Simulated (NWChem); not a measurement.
# One shape, several levels: GeAsH5O (SMILES O[AsH][GeH3])

We compute a comparison of 3 runs (HF/STO-3G, HF/3-21G, B3LYP/6-31G*) of GeAsH5O. 

Program for the calculation: NWChem 7.3.0.

## Step 1: The structure to begin with

The species is GeAsH5O (8 atoms), meant as a singlet with charge 0. As SMILES, `O[AsH][GeH3]`. The coordinates come from a PBE0-D4/def2-TZVP relaxation. This is one conformer, not always the lowest.

Bond lengths: O1–As2 1.812 Å, As2–Ge3 2.432 Å, O1–H4 0.961 Å, As2–H5 1.530 Å, Ge3–H6 1.540 Å, Ge3–H7 1.535 Å, Ge3–H8 1.537 Å. Angles: O1–As2–Ge3 95.1°, O1–As2–H5 96.1°, Ge3–As2–H5 91.6°, As2–O1–H4 107.6°, As2–Ge3–H6 108.5°, As2–Ge3–H7 110.9°, As2–Ge3–H8 108.8°, H6–Ge3–H7 109.9°, H6–Ge3–H8 109.0°, H7–Ge3–H8 109.7°.

## Step 2: Energy and forces at HF/STO-3G (run 1)

Contents of calc.nw:

```
start calc
title "AsGeH5O hf"
memory 2200 mb

geometry units angstrom noautosym nocenter noautoz
  O       -1.428900       0.407800      -1.289900
  As      -0.567500       1.213400       0.086000
  Ge       0.757400      -0.736100       0.684300
  H       -2.345200       0.695100      -1.268000
  H        0.576500       1.787600      -0.751900
  H        1.917300      -0.281200       1.588600
  H        1.313000      -1.426000      -0.569800
  H       -0.130700      -1.717700       1.465000
end

basis spherical bse
  * library STO-3G
end

scf
  thresh 1e-08
  maxiter 80
end

task scf gradient
```

On the command line:

```sh
$ nwchem calc.nw > calc.out
```

Output:

```text
[...]
  functions       =    46
[...]
  wavefunction    = RHF
[...]
         Total SCF energy =  -4337.804424851096
      One-electron energy =  -6963.417846623513
      Two-electron energy =   2186.659363813476
 Nuclear repulsion energy =    438.954057958942
        Time for solution =      3.4s
[...]
                         RHF ENERGY GRADIENTS
    atom               coordinates                        gradient
                 x          y          z           x          y          z
   1 O      -2.700229   0.770630  -2.437558   -0.040336   0.008876   0.000251
   2 As     -1.072419   2.292994   0.162516   -0.027737   0.006035   0.019699
   3 Ge      1.431278  -1.391027   1.293139   -0.011269   0.019413  -0.012531
   4 H      -4.431785   1.313549  -2.396173    0.033329  -0.014376  -0.005179
   5 H       1.089427   3.378074  -1.420885    0.026364   0.009252  -0.014470
   6 H       3.623172  -0.531391   3.002019    0.030513   0.013099   0.024729
   7 H       2.481210  -2.694749  -1.076766    0.013929  -0.017772  -0.033081
   8 H      -0.246987  -3.245982   2.768449   -0.024793  -0.024526   0.020581
[...]
```

It took 5.7 s on 1 thread of AMD EPYC 9R45 (Zen 5), shared host; peak memory 0.1 GiB.

## Step 3: Energy and forces at HF/3-21G (run 2)

Contents of mymol.nw:

```
start mymol
title "AsGeH5O"
memory stack 880 mb heap 220 mb global 1100 mb

geometry noautosym nocenter noautoz
   O    -1.428900    0.407800   -1.289900
   As   -0.567500    1.213400    0.086000
   Ge    0.757400   -0.736100    0.684300
   H    -2.345200    0.695100   -1.268000
   H     0.576500    1.787600   -0.751900
   H     1.917300   -0.281200    1.588600
   H     1.313000   -1.426000   -0.569800
   H    -0.130700   -1.717700    1.465000
end

basis spherical bse
   * library 3-21G
end

scf
   singlet
   rhf
   thresh 1e-08
   maxiter 80
   print low
end

task scf gradient
```

On the command line:

```sh
$ nwchem mymol.nw > mymol.out
```

Output:

```text
[...]
  functions       =    63
[...]
  wavefunction    = RHF
[...]
         Total SCF energy =  -4366.082723516623
      One-electron energy =  -6970.974114127795
      Two-electron energy =   2165.937332652231
 Nuclear repulsion energy =    438.954057958942
        Time for solution =      4.0s
[...]
                         RHF ENERGY GRADIENTS
    atom               coordinates                        gradient
                 x          y          z           x          y          z
   1 O      -2.700229   0.770630  -2.437558   -0.005712  -0.006597  -0.017146
   2 As     -1.072419   2.292994   0.162516   -0.003082  -0.004756   0.016835
   3 Ge      1.431278  -1.391027   1.293139   -0.004768   0.012678  -0.003221
   4 H      -4.431785   1.313549  -2.396173    0.009251   0.003689   0.008299
   5 H       1.089427   3.378074  -1.420885    0.003432  -0.003655  -0.004124
   6 H       3.623172  -0.531391   3.002019    0.000327  -0.000260  -0.000179
   7 H       2.481210  -2.694749  -1.076766    0.000726  -0.000994  -0.000697
   8 H      -0.246987  -3.245982   2.768449   -0.000175  -0.000106   0.000234
 Task  times  cpu:        5.9s     wall:        5.9s
 Total times  cpu:        5.9s     wall:        5.9s
```

Run time: 6.6 s. Hardware: 1 thread of AMD EPYC 9R45 (Zen 5), shared host; peak memory 0.1 GiB.

## Step 4: Energy and gradient at B3LYP/6-31G(d) (Cartesian functions) (run 3)

Contents of run.py:

```python
from ase import Atoms
from ase.calculators.nwchem import NWChem

atoms = Atoms('OAsGeHHHHH', positions=[
    [-1.428900, 0.407800, -1.289900],
    [-0.567500, 1.213400, 0.086000],
    [0.757400, -0.736100, 0.684300],
    [-2.345200, 0.695100, -1.268000],
    [0.576500, 1.787600, -0.751900],
    [1.917300, -0.281200, 1.588600],
    [1.313000, -1.426000, -0.569800],
    [-0.130700, -1.717700, 1.465000],
])

calc = NWChem(
    label='mol',
    theory='dft',
    memory='2200 mb',
    basis='6-31G*',
    dft={'xc': 'b3lyp', 'mult': '1', 'grid': 'fine', 'convergence': 'energy 1e-08', 'iterations': '100', 'mulliken': None},
)
atoms.calc = calc

forces = atoms.get_forces()
print("Total energy (eV):", round(atoms.get_potential_energy(), 6))
print("forces (eV/A):")
for s, f in zip(atoms.symbols, forces):
    print(f"{s:2s} {f[0]:10.5f} {f[1]:10.5f} {f[2]:10.5f}")
print("dipole (e A):", atoms.get_dipole_moment().round(4))
```

On the command line:

```sh
$ export ASE_NWCHEM_COMMAND="nwchem PREFIX.nwi > PREFIX.nwo"
$ python run.py
```

Output:

```text
Total energy (eV): -119474.825143
forces (eV/A):
O     0.09832   -0.45159   -0.54626
As   -0.00159    0.43549    0.47658
Ge    0.03204   -0.03759    0.02864
H    -0.43668    0.14624    0.05420
H     0.17268    0.11076   -0.08433
H     0.12999    0.00175    0.09575
H     0.06320   -0.08875   -0.09575
H    -0.05795   -0.11627    0.07122
dipole (e A): [-0.1291  0.1423  0.1228]
```

The calculator wrote mol.nwi:

```
title "mol"

permanent_dir mol

scratch_dir mol

start mol

geometry units angstrom nocenter noautosym noautoz
  O  -1.4289000000000001e+00 4.0780000000000000e-01 -1.2899000000000000e+00
  As -5.6750000000000000e-01 1.2134000000000000e+00 8.5999999999999993e-02
  Ge 7.5739999999999996e-01 -7.3609999999999998e-01 6.8430000000000002e-01
  H  -2.3452000000000002e+00 6.9510000000000005e-01 -1.2680000000000000e+00
  H  5.7650000000000001e-01 1.7876000000000001e+00 -7.5190000000000001e-01
  H  1.9173000000000000e+00 -2.8120000000000001e-01 1.5886000000000000e+00
  H  1.3129999999999999e+00 -1.4259999999999999e+00 -5.6979999999999997e-01
  H  -1.3070000000000001e-01 -1.7177000000000000e+00 1.4650000000000001e+00
end

memory 2200 mb

basis noprint
   * library 6-31G*
end

dft
  xc b3lyp
  mult 1
  grid fine
  convergence energy 1e-08
  iterations 100
  mulliken
end

task dft gradient
```

mol.nwo:

```text
Northwest Computational Chemistry Package (NWChem) 7.3.0
             --------------------------------------------------------

           Job information
           ---------------

    nwchem branch   = 7.3.0
    use scalapack   = T
    input           = mol.nwi
    prefix          = mol.
    data base       = mol/mol.db
    status          = startup
    nproc           =        1

           Memory information
           ------------------

[... 5 lines left out ...]
    hardfail = no
[... 106 lines left out ...]
  convergence criterion.
[... 43 lines left out ...]
          Spatial weights used:  Erf1
[... 32 lines left out ...]
 1-e energy   =   -6988.928854
[... 43 lines left out ...]
           Coulomb energy =     2333.404427287327
[... 739 lines left out ...]
          Convergence on density requested:  1.00D-05
[... 29 lines left out ...]
          total energy or number of iterations.
[... 36 lines left out ...]
                 ----------------------------------------
                 |  Time  |  1-e(secs)   |  2-e(secs)   |
                 ----------------------------------------
                 |  CPU   |       0.01   |      12.62   |
                 ----------------------------------------
                 |  WALL  |       0.01   |      12.62   |
                 ----------------------------------------

 Task  times  cpu:       34.8s     wall:       34.8s
 Total times  cpu:       34.8s     wall:       34.8s
```

It took 36 s on 1 thread of AMD EPYC 9R45 (Zen 5), shared host; peak memory 0.13 GiB.

## Step 5: The series

```tsv
run	level	Cartesian functions	iteration cap	energy (Eh)	dipole moment (D)	HOMO energy (eV)	LUMO energy (eV)	wall time
1	HF/STO-3G	no	80	-4337.804425	0.56	-6.92	9.05	5.7 s
2	HF/3-21G	no	80	-4366.082724	–	–	–	6.6 s
3	B3LYP/6-31G* (Cartesian functions)	yes	100	-4390.618877	1.10	-6.77	-0.76	36 s
```

## Step 6: Results

| quantity | value |
| --- | --- |
| run 3: total energy | -4390.61888 Eh |
| run 3: dipole moment | 1.10 D |
| run 3: HOMO energy | -6.77 eV |
| run 3: LUMO energy | -0.76 eV |
| run 3: HOMO–LUMO gap | 6.01 eV |
| run 3: largest force on an atom | 0.716 eV/Å |

**Reading.** In run 1 the basis is minimal, so the values are rough. All runs together took 48 s, the longest 36 s.
